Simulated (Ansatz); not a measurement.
AlSn:

```
Sn Al
1.0
     4.19811    0.00000    0.00000
    -2.09905    3.63567    0.00000
     0.00000    0.00000    3.30685
Sn Al
1 1
Direct
  0.33333 0.66667 0.50000
  0.00000 0.00000 0.00000
```

The cell comes from a database or a generator and needn't be the stable form of this composition.

Below is the output of Ansatz 0.2.0 for this cell. Logs are shortened: lines on timing, memory, paths and dates and some standing lists are left out, and cuts for length are marked.

```text
Warning: RAYON_NUM_THREADS=2 ignored (pool sized by the plan → 2); use --threads N
scf.n_extra_bands = 6 over 17 filled bands (N_el = 17.0): the run solves 23 bands
Engine: ansatz 0.2.0, aarch64-unknown-linux-gnu
Pseudopotentials: kind: paw_fr
Pseudopotential: Sn, paw_fr, valence charge 14, recommended cutoff 420 eV (normal), Sn.paw.azcp#standard-fr
Pseudopotential: Al, paw_fr, valence charge 3, recommended cutoff 420 eV (normal), Al.paw.azcp#standard-fr
Functional definition: PBEsol
  exchange = pbesol_x
  correlation = pbesol_c
non-collinear run that drives no moment, with spin-orbit: no starting moment large enough to seed its density (crystal.atoms[].spin), no starting occupations that ask for one, no magnetisation constraint and no magnetic field, so the semilocal B_xc is pinned to zero
Crystal: 2 atoms, lattice volume = 50.472 Å³
Basis set: ecut = 420 eV, 953 PW (Γ), exchange–correlation on 60×60×48 points (8 copies of the dense FFT grid, shifted against one another)
Bands: 23, of which v1, the nominal top of the filled ones, is band 17 counted from 1 (16 counted from 0)
Symmetry: 12 space group operations + 12 with time reversal
Magnetic group: BNS 187.210 (UNI 1440), of the structure as read, at distance tolerance 3.7e-5 Å
k-points: 40 of 392 (time reversal used)
Projection manifold: j_resolved (fully-relativistic pseudo-atomic orbitals)
Non-local potential: Sn, projectors of the file, l = 0: 2, l = 1: 4, l = 2: 4, l = 3: 4
Non-local potential: Al, projectors of the file, l = 0: 2, l = 1: 4, l = 2: 2
PAW form: soft (Blöchl's): semilocal exchange-correlation on the pseudo side does not see the compensation charge
PAW frozen core: Sn, regenerated for the run's functional, and the local potential with it (the file was generated under x = pbe(κ = 0.804, μ = 0.2195149727645171), c = pbe(β = 0.06672455060314922))
PAW frozen core: Al, regenerated for the run's functional, and the local potential with it (the file was generated under x = pbe(κ = 0.804, μ = 0.2195149727645171), c = pbe(β = 0.06672455060314922))
PAW one-centre angular grid: Sn, 590 points (default); XC on 64 Gauss nodes
PAW one-centre angular grid: Al, 110 points (default); XC on 64 Gauss nodes
Initial density: superposition of atomic densities (chi_scale 0.1, normalization cell, long waves kept (reshape's long-wave potential 0.00 eV rms))
Initial wavefunctions: pseudopotential atomic-orbital guess
Functional: x = pbesol(κ = 0.804, μ = 0.12345679012345678), c = pbesol(β = 0.046)
[... 7 lines left out ...]
SCF 1 converged in 6 iterations: F = -6476.044196 eV  dr2 = 1.73e-8
  greatest PAW one-centre occupation: 0.991 electrons in one spin orbital (limit 2), on the Sn atom at site 0 (counted from 0), in its partial waves of l = 2
NSCF: frozen V_eff on 129 k-points
SCF converged after 6 iterations
Magnetization: |M| = 0.0000 μB,  M = (+0.0000, +0.0000, +0.0000) μB
Absolute magnetization: 0.0000 μB (∫|m|)
  site 0: m = (+0.0000, +0.0000, +0.0000) μB, |m| = 0.0000 μB  (R = 1.21 Å)
  site 1: m = (+0.0000, +0.0000, +0.0000) μB, |m| = 0.0000 μB  (R = 1.21 Å)
Free energy (F): -6476.044196 eV
Harris-Foulkes:  -6476.044196 eV  (|F-HF|=3.20e-9)
Internal energy: -6476.040487 eV  (E = F + TS)
E sigma→0 (E₀):  -6476.042342 eV
Entropy (-TS):   -0.003709 eV (-1.855 meV/atom)
Fermi energy:    7.760829 eV
--- Per-component energies (eV) ---
  E_band       = -109.349750
  E_kinetic    = 207.939593
  E_local      = -1144.704397  (includes V_loc(G=0)·N_el)
  E_nonlocal   = -19.671556
  E_hartree    = 665.105914
  E_xc         = -417.781747
  E_vxc        = -124.711027  (∫ρ·V_xc dr)
  E_paw        = -4521.886521  (= ΣΔE_a)
  E_vpaw       = -358.410126  (= ΣTr[D̂ρ^β])
  E_aug_tail   = -0.000003  (compensation charges beyond the density's cutoff)
  E_ewald      = -1245.349068
  E_core_change = 0.307298  (= ΣΔE_core)
  E_smearing   = -0.003709  (= −TS)
  E_closure    = 0.000000  (closes the sum)
  Σ components = -6476.044196   (vs F -6476.044196, Δ=0.00e0)
--- Forces (eV/Å), atoms counted from 1 ---
  atom   1  Sn     0.00000000     0.00000000     0.00000000
  atom   2  Al    -0.00000000    -0.00000000     0.00000000
  max |Σ_I F_I| component: 5.55e-17 eV/Å
--- Stress (GPa, compression-positive) ---
       -1.940016       0.000000       0.000000
        0.000000      -1.940016       0.000000
        0.000000       0.000000      -1.660350
  P = ⅓ Tr σ = -1.8468 GPa (-18.468 kbar)
--- Band table (eV; the first three rows and the last of 40) ---
  k-point 0: bands = ["-14.0379", "-14.0379", "-13.9980", "-13.9980", "-13.0208", "-13.0208", "-12.9635", "-12.9635", "-12.9479", "-12.9479", "-2.6797", "-2.6797", "7.3966", "7.3966", "7.6920", "7.6920", "8.4622", "8.4622", "10.3593", "10.3593", "10.8881", "10.8881", "10.9217"]
  k-point 1: bands = ["-14.0317", "-14.0317", "-13.9994", "-13.9982", "-13.0103", "-13.0103", "-12.9622", "-12.9622", "-12.9565", "-12.9551", "-2.4610", "-2.4610", "7.5862", "7.5862", "7.9191", "7.9249", "7.9887", "7.9887", "9.0038", "9.0038", "11.0435", "11.0435", "11.0966"]
  k-point 2: bands = ["-14.0188", "-14.0188", "-14.0019", "-14.0002", "-12.9822", "-12.9822", "-12.9757", "-12.9736", "-12.9590", "-12.9590", "-1.8052", "-1.8052", "5.4102", "5.4102", "8.3012", "8.3012", "8.5904", "8.6007", "9.4093", "9.4093", "11.5043", "11.5043", "11.5875"]
  k-point 39: bands = ["-14.0083", "-14.0068", "-14.0008", "-13.9985", "-13.0070", "-13.0058", "-12.9473", "-12.9426", "-12.9310", "-12.9300", "2.2315", "2.2335", "3.8423", "3.8514", "4.7669", "4.8835", "5.4870", "5.5027", "6.9868", "7.2277", "8.1395", "8.1453", "14.8216"]
```

Q: What input gives this log?

A: Band structure with PBEsol, spin-orbit coupling, no magnetisation. The files as run (others can give the same):

input.yaml
```yaml
crystal:
  lattice:
    - [4.1981056157, 0.0, 0.0]
    - [-2.0990528078, 3.6356661109, 0.0]
    - [0.0, 0.0, 3.306847]
  atoms:
    - { symbol: Sn, position: [0.3333333333, 0.6666666667, 0.5] }
    - { symbol: Al, position: [0.0, 0.0, 0.0] }
hamiltonian:
  xc: pbesol
  pseudopotentials: { kind: paw_fr }
magnetization:
  noncollinear: true
  spin_orbit: true
kpoints:
  mp_grid: { grid: [7, 7, 8] }
  band_path:
    path:
      - [[0.0, 0.0, 0.0], [0.5, 0.0, 0.0], [0.3333333333, 0.3333333333, 0.0], [0.0, 0.0, 0.0], [0.0, 0.0, 0.5], [0.5, 0.0, 0.5], [0.3333333333, 0.3333333333, 0.5], [0.0, 0.0, 0.5]]
      - [[0.5, 0.0, 0.5], [0.5, 0.0, 0.0]]
      - [[0.3333333333, 0.3333333333, 0.0], [0.3333333333, 0.3333333333, 0.5]]
    npoints: 14
scf:
  occupations: { method: fermi_dirac, width: 0.05 }
  n_extra_bands: 6
output:
  forces: true
  stress: true
  eigenvalues: true
  fatbands: false
```

Potentials or basis: Ansatz PAW.
The run is started by
```bash
$ ansatz run input.yaml --threads 2 --pin off --max-ram 5632MiB --backend cpu --events-out ev --progress --plain --runs-dir out
```

Caveat: the PAW data sets come from PBE, with cores solved anew for the run's functional, which leaves a small shift of forces and pressure.
